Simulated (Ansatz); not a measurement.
# SnO2: the cost of one run

Program: Ansatz 0.2.0. Level of theory: DFT r2SCAN, scalar-relativistic, plane waves, PAW. These are calculated values, not measurements.

## Step 1: Starting point

The structure is cubic, space group Pa-3 (No. 205). Conventional cell: a = 5.101 Å, b = 5.101 Å, c = 5.101 Å, α = 90.00°, β = 90.00°, γ = 90.00°. Sn (site symmetry -3) has 6 O at 2.08 Å in its first shell of neighbours. O (site symmetry 3) is surrounded by 3 Sn at 2.08 Å.

Coordinates:

```
Sn O
1.0
     5.10115    0.00000    0.00000
     0.00000    5.10115    0.00000
     0.00000    0.00000    5.10115
Sn O
4 8
Cartesian
  0.0000 2.5506 2.5506
  2.5506 2.5506 0.0000
  2.5506 0.0000 2.5506
  0.0000 0.0000 0.0000
  1.7330 0.8176 4.2836
  0.8176 4.2836 1.7330
  4.2836 1.7330 0.8176
  3.3681 3.3681 3.3681
  1.7330 1.7330 1.7330
  0.8176 3.3681 4.2836
  4.2836 0.8176 3.3681
  3.3681 4.2836 0.8176
```

It goes back to an entry of the Materials Project, which need not be the stable form.

This cell was relaxed beforehand with the same method: volume 11.06 Å³/atom, gap on the mesh 1.59 eV.

## Step 2: Zero of the scan

Contents of input.yaml:

```yaml
crystal:
  lattice:
    - [5.1011480293, 0.0, 0.0]
    - [0.0, 5.1011480293, 0.0]
    - [0.0, 0.0, 5.1011480293]
  atoms:
    - { symbol: Sn, position: [0.0, 0.5, 0.5] }
    - { symbol: Sn, position: [0.5, 0.5, 0.0] }
    - { symbol: Sn, position: [0.5, 0.0, 0.5] }
    - { symbol: Sn, position: [0.0, 0.0, 0.0] }
    - { symbol: O, position: [0.3397299931, 0.1602700069, 0.8397299931] }
    - { symbol: O, position: [0.1602700069, 0.8397299931, 0.3397299931] }
    - { symbol: O, position: [0.8397299931, 0.3397299931, 0.1602700069] }
    - { symbol: O, position: [0.6602700069, 0.6602700069, 0.6602700069] }
    - { symbol: O, position: [0.3397299931, 0.3397299931, 0.3397299931] }
    - { symbol: O, position: [0.1602700069, 0.6602700069, 0.8397299931] }
    - { symbol: O, position: [0.8397299931, 0.1602700069, 0.6602700069] }
    - { symbol: O, position: [0.6602700069, 0.8397299931, 0.1602700069] }
basis:
  ecutwfc: 500
kpoints:
  mp_grid: { grid: [4, 4, 4] }
hamiltonian:
  xc: r2scan
scf:
  occupations: { method: gaussian, width: 0.05 }
output:
  forces: true
  stress: true
  eigenvalues: true
  write_density: true
  write_potential: true
  elf: true
  volumetric_format: npy
```

Started as:

```
$ ansatz run input.yaml --threads 2 --pin off --max-ram 5120MiB --backend cpu --events-out ev --progress --plain --runs-dir out
```

What time and memory should one allow on 2 threads of AMD EPYC 7R32 (Zen 2), shared host?

About 7.8 s, with a peak of 0.76 GiB.
